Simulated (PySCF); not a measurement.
# A diatomic session: SiTe

An exercise on one series of results from a longer session: the logs are not shown, and one member is left open.

Method: Si def2-TZVPP, Te def2-TZVPP with ECP28, scalar-relativistic core potentials; program: PySCF 2.14.0.

The first run:

A driver script around PySCF takes these settings:

- atoms: Si, Te
- charge: 0
- basis: Si def2-TZVPP, Te def2-TZVPP with ECP28
- Hamiltonian: scalar-relativistic core potentials
- basis functions: 92
- electrons treated: 38
- masses in u: 27.9769, 129.9062
- levels: PBE0, PBE, r²SCAN, B97-3, TPSSh, LDA, MN15, CAM-B3LYP, HF, MP2, SCS-MP2, CCSD, CCSD(T)
- grid: 80 radial by 434 angular points
- occupations: held fixed by the projection of orbital angular momentum
- dissociation limit: Si + Te, each in its ground configuration
- starting distance in angstrom: 2.435
- values of 2S to try: 0, 2, 4

Launch:

```
$ OMP_NUM_THREADS=1 python dia.py task.json out
```

Among the steps run: The job; PBE0 along the bond; Higher solutions at PBE0; PBE; r²SCAN (meta-GGA); B97-3 (global hybrid GGA); TPSSh (hybrid meta-GGA); LDA; MN15; CAM-B3LYP (range-separated hybrid); RHF; Correlated methods on the Hartree–Fock reference.

One table of the session follows, with a row left open; its other results are not shown here.

| level | Re (Å) | ωe (cm⁻¹) | De (eV) |
| --- | --- | --- | --- |
| RHF | 2.253 | 527 | 2.40 |
| RHF-MP2 | 2.271 | 498 | 4.78 |
| RHF-SCS-MP2 | 2.273 | 498 | 4.62 |
| RHF-CCSD | 2.267 | 506 | 4.22 |
| RHF-CCSD(T) | 2.285 | 481 | 4.56 |
| LDA | 2.272 | 481 | 5.75 |
| PBE | ? | ? | ? |
| r²SCAN | 2.278 | 487 | 4.70 |
| TPSSh | 2.277 | 487 | 4.70 |
| PBE0 | 2.269 | 497 | 4.63 |
| B97-3 | 2.274 | 493 | 4.67 |
| MN15 | 2.254 | 505 | 4.60 |
| CAM-B3LYP | 2.255 | 509 | 4.41 |

**Question.** Estimate the row for PBE.

As computed: Re (Å): 2.296; ωe (cm⁻¹): 468; De (eV): 4.94. In the column «Re (Å)» it is the highest.

De is counted to Si + Te in their ground configurations.
